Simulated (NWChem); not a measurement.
# C2H6SSi (SMILES C[Si]SC): a chain of runs, part 2 of 2

NWChem 7.3.0. Earlier steps stand in the parts before.

## (4) The energy at MP2/STO-6G (run 3)

c2h6ssi.nw reads:

```
START c2h6ssi
memory stack 880 mb heap 220 mb global 1100 mb
GEOMETRY noautosym
  C     0.143717    1.675887    0.863117
  Si   -0.939784    0.874086   -0.488276
  S    -0.103800   -1.057197   -0.555853
  C     1.260465   -1.202628    0.642782
  H     0.067732    1.161172    1.823716
  H     1.203089    1.694796    0.597002
  H    -0.162309    2.709688    1.029602
  H     0.929911   -1.039586    1.674018
  H     2.074960   -0.500337    0.436196
  H     1.668573   -2.216060    0.578800
END
BASIS spherical bse
  * library STO-6G
END
MP2
  freeze core 12
END
TASK mp2
```

On the command line:

```bash
nwchem c2h6ssi.nw > c2h6ssi.out
```

The log of the run (excerpt; [...] marks lines left out):

```text
[...]
  functions       =    34
[...]
  wavefunction    = RHF
[...]
         Total SCF energy =   -763.103860405905
      One-electron energy =  -1463.408246053357
      Two-electron energy =    497.384249271937
 Nuclear repulsion energy =    202.920136375514
        Time for solution =     17.7s
[...]
          Total MP2 energy          -763.267096345219
[...]
```

Wall time 22 s (1 thread of Intel Xeon Platinum 8488C (Sapphire Rapids), shared host); peak memory 0.1 GiB.

## (5) Summary of results

The summary covers parts 1 to 2.

| quantity | value |
| --- | --- |
| run 1, B97-3/STO-6G: total energy at the end | -764.79415 Eh |
| run 2, B97-3/STO-6G: total energy | -764.79414 Eh |
| run 2, B97-3/STO-6G: lowest harmonic wavenumber | 132 cm⁻¹ |
| run 2, B97-3/STO-6G: highest harmonic wavenumber | 3505 cm⁻¹ |
| run 2, B97-3/STO-6G: zero-point energy | 225.2 kJ/mol |
| run 3, MP2/STO-6G: total energy | -763.26710 Eh |
| run 3, MP2/STO-6G: HOMO energy (Hartree–Fock orbitals) | -6.11 eV |
| run 3, MP2/STO-6G: LUMO energy (Hartree–Fock orbitals) | 6.11 eV |
| run 3, MP2/STO-6G: HOMO–LUMO gap (Hartree–Fock orbitals) | 12.21 eV |
| run 3, MP2/STO-6G: correlation energy (12 core orbitals frozen) | -163.2 mEh |

What this shows: The optimisation (run 1, B97-3/STO-6G) took 18 steps and changed the energy by -0.025 eV. Mulliken charges (run 1, B97-3/STO-6G) run from -0.43 on C1 to +0.35 on Si2; they depend strongly on the basis. All 24 modes (run 2, B97-3/STO-6G) are real, so the shape is a minimum at this level.
